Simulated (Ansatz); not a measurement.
I need a rigid torsion scan of H4O3Si, SMILES O[SiH](O)O. Use the Python package of Ansatz (0.2.0). Settings (for the species named): CAM-B3LYP, def2-SVP basis, multiplicity 1.

```yaml
atoms:
  - { symbol: O, position_ang: [0.4442, 1.4198, -0.2921] }
  - { symbol: Si, position_ang: [-0.1743, 0.0475, 0.3146] }
  - { symbol: O, position_ang: [1.0647, -0.9810, 0.4747] }
  - { symbol: O, position_ang: [-1.1506, -0.5912, -0.7690] }
  - { symbol: H, position_ang: [-0.1664, 1.8303, -1.0167] }
  - { symbol: H, position_ang: [-0.8321, 0.2957, 1.6084] }
  - { symbol: H, position_ang: [1.9862, -0.5365, 0.5133] }
  - { symbol: H, position_ang: [-1.0796, -1.5416, -0.8891] }
```

`h4o3si.py`
```python
"""Energy of H4O3Si as one group turns about a bond."""

import ansatz as az
from ase import Atoms

atoms = Atoms(["O", "Si", "O", "O", "H", "H", "H", "H"], positions=[
    [0.4442, 1.4198, -0.2921],
    [-0.1743, 0.0475, 0.3146],
    [1.0647, -0.981, 0.4747],
    [-1.1506, -0.5912, -0.769],
    [-0.1664, 1.8303, -1.0167],
    [-0.8321, 0.2957, 1.6084],
    [1.9862, -0.5365, 0.5133],
    [-1.0796, -1.5416, -0.8891],
])

# relax first, so that the scan starts from a minimum
first = az.Crystal.molecule_from_ase(atoms).calculation()
first = first.basis(gaussian="def2-SVP")
first = first.functional("cam_b3lyp")
first = first.accuracy("medium").relax(force_tolerance=0.02, max_steps=80)
atoms.positions = first.run(threads=1).report["positions_ang"]

start = atoms.get_dihedral(0, 1, 3, 7)
energies = {}
for turn in range(0, 360, 30):
    turned = atoms.copy()
    turned.set_dihedral(0, 1, 3, 7, start + turn, indices=[3, 7])
    job = az.Crystal.molecule_from_ase(turned).calculation()
    job = job.basis(gaussian="def2-SVP")
    job = job.functional("cam_b3lyp")
    job = job.accuracy("medium")
    energies[round((start + turn) % 360)] = job.run(threads=1).report["free_energy_ev"]
floor = min(energies.values())
print("dihedral O0-Si1-O3-H7 (deg)   E - E(min) (kcal/mol)")
for angle, e in sorted(energies.items()):
    print(f"{angle:8d} {23.060548 * (e - floor):14.3f}  " + "#" * int(30 * (e - floor) / max(max(energies.values()) - floor, 1e-9)))
```

Running `python h4o3si.py` prints:
```text
dihedral O0-Si1-O3-H7 (deg)   E - E(min) (kcal/mol)
      22          3.370  ##############################
      52          3.044  ###########################
      82          1.840  ################
     112          0.533  ####
     142          0.000
     172          0.436  ###
     202          1.317  ###########
     232          1.947  #################
     262          1.960  #################
     292          1.721  ###############
     322          1.911  #################
     352          2.716  ########################
```

Reading the output:
- The settings weren't tested for convergence.
- The scan is rigid and the energies are electronic, in a modest basis. With rigid groups the curve can differ much from the relaxed path, the start wasn't checked as a minimum of this torsion, and equivalent turns needn't return to the same energy.
- It ran for 110 s on 1 thread of Intel(R) Xeon(R) Platinum 8259CL CPU @ 2.50GHz (Skylake/Cascade Lake), with other jobs on the host, peak memory 0.25 GiB.

(Lines on the test bed's own set-up are left out of the output.)
